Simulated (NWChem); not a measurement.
**SnH2F2 (SMILES [F][SnH2][F]): CCSD(T)/def2-SVP (core potential)**

Aim: the energy change on altering one bond length of SnH2F2 at CCSD(T)/def2-SVP (core potential), from 2 runs. 

Program for the calculation: NWChem 7.3.0.

14 further runs of the same task are left out: 2 that didn't finish, 12 set aside as unsound or not needed.

### Step 1. The system as given

SnH2F2 has 5 atoms, charge 0, and is taken as a singlet. As SMILES, `[F][SnH2][F]`. The shape is that of a PBE0-D4/def2-TZVP optimisation.

Bond lengths: F1–Sn2 1.909 Å, Sn2–F3 1.909 Å, Sn2–H4 1.692 Å, Sn2–H5 1.692 Å. Angles: F1–Sn2–F3 103.3°, F1–Sn2–H4 107.1°, F1–Sn2–H5 107.1°, F3–Sn2–H4 107.1°, F3–Sn2–H5 107.1°, H4–Sn2–H5 123.6°.

### Step 2. A single-point energy at CCSD(T)/def2-SVP (core potential)

Input file nw.nw:

```
start nw
memory 2200 mb

geometry units angstroms noautosym nocenter noautoz
F       -0.343500      -0.356300       1.741400
Sn       0.128900      -0.073200      -0.086200
F       -1.231200       1.110700      -0.712400
H       -0.087400      -1.547100      -0.889100
H        1.583200       0.792100      -0.095000
end

basis spherical bse
F library def2-SVP
Sn library def2-SVP
H library def2-SVP
end

ecp bse
Sn library def2-SVP
end

scf
thresh 1e-08
maxiter 80
print low
end

ccsd
freeze core 6
maxiter 60
end

task ccsd(t) energy
```

Started as:

```console
$ nwchem nw.nw > nw.out
```

Log:

```text
[...]
  functions       =    64
[...]
  wavefunction    = RHF
[...]
         Total SCF energy =   -413.256444852538
      One-electron energy =   -944.678035602305
      Two-electron energy =    386.811843249514
 Nuclear repulsion energy =    144.609747500253
        Time for solution =      6.6s
[...]
 Total MP2 energy:           -413.746292370428193
[...]
             energy      energy      error      ampl     ampl      Block
                                                time     time      time
[...]
 Total CCSD energy:           -413.762874207969446
[...]
 Total CCSD+T(CCSD) energy:           -413.772693927707735
[...]
 Total CCSD(T) energy:                -413.771176209540840
[...]
```

It took 39 s on 1 thread of INTEL XEON PLATINUM 8581C at 2.10GHz (Emerald Rapids), shared host; peak memory 0.18 GiB.

### Step 3. The distorted shape at the same level

Input file nw.nw:

```
START nw
TITLE "F2H2Sn ccsd(t)"
memory 2200 mb
GEOMETRY units angstroms noautosym nocenter noautoz
  F     0.064548   -0.711486    1.929268
  Sn    0.536948   -0.428386    0.101668
  F    -1.231200    1.110700   -0.712400
  H     0.320648   -1.902286   -0.701232
  H     1.991248    0.436914    0.092868
END
BASIS spherical bse
  * library def2-SVP
END
ECP bse
  Sn library def2-SVP
END
SCF
  thresh 1e-08
  maxiter 80
END
CCSD
  freeze core 6
  maxiter 60
END
TASK ccsd(t) energy
```

Started as:

```console
$ nwchem nw.nw > nw.out
```

Log:

```text
[...]
  functions       =    64
[...]
  wavefunction    = RHF
[...]
         Total SCF energy =   -413.181299002745
      One-electron energy =   -914.477406778871
      Two-electron energy =    371.762838975614
 Nuclear repulsion energy =    129.533268800512
        Time for solution =      6.3s
[...]
 Total MP2 energy:           -413.679914943088079
[...]
             energy      energy      error      ampl     ampl      Block
                                                time     time      time
[...]
 Total CCSD energy:           -413.696273639565902
[...]
 Total CCSD+T(CCSD) energy:           -413.709309216996417
[...]
 Total CCSD(T) energy:                -413.706690893470466
[...]
```

It took 47 s on 1 thread of INTEL XEON PLATINUM 8581C at 2.10GHz (Emerald Rapids), shared host; peak memory 0.18 GiB.

### Step 4. Outcome

At CCSD(T)/def2-SVP (core potential), 6 core orbitals frozen:

| quantity | value |
| --- | --- |
| first shape: total energy | -413.77118 Eh |
| first shape: correlation energy (6 core orbitals frozen) | -514.7 mEh |
| first shape: (T) correction | -8.30 mEh |
| distorted shape: total energy | -413.70669 Eh |
| distorted shape: HOMO energy (Hartree–Fock orbitals) | -13.06 eV |
| distorted shape: LUMO energy (Hartree–Fock orbitals) | 0.68 eV |
| distorted shape: HOMO–LUMO gap (Hartree–Fock orbitals) | 13.73 eV |
| distorted shape: correlation energy (6 core orbitals frozen) | -525.4 mEh |
| distorted shape: (T) correction | -10.42 mEh |
| energy change with the Sn2–F3 bond stretched from 1.909 to 2.481 Å | 1.755 eV |

With the Sn2–F3 bond stretched from 1.909 to 2.481 Å the energy rises by 1.75 eV (40 kcal/mol). The first shape isn't relaxed at this level, so the change isn't measured from a minimum. The triples (first shape) make up 1.6 % of the correlation energy. The triples (distorted shape) make up 2.0 % of the correlation energy.
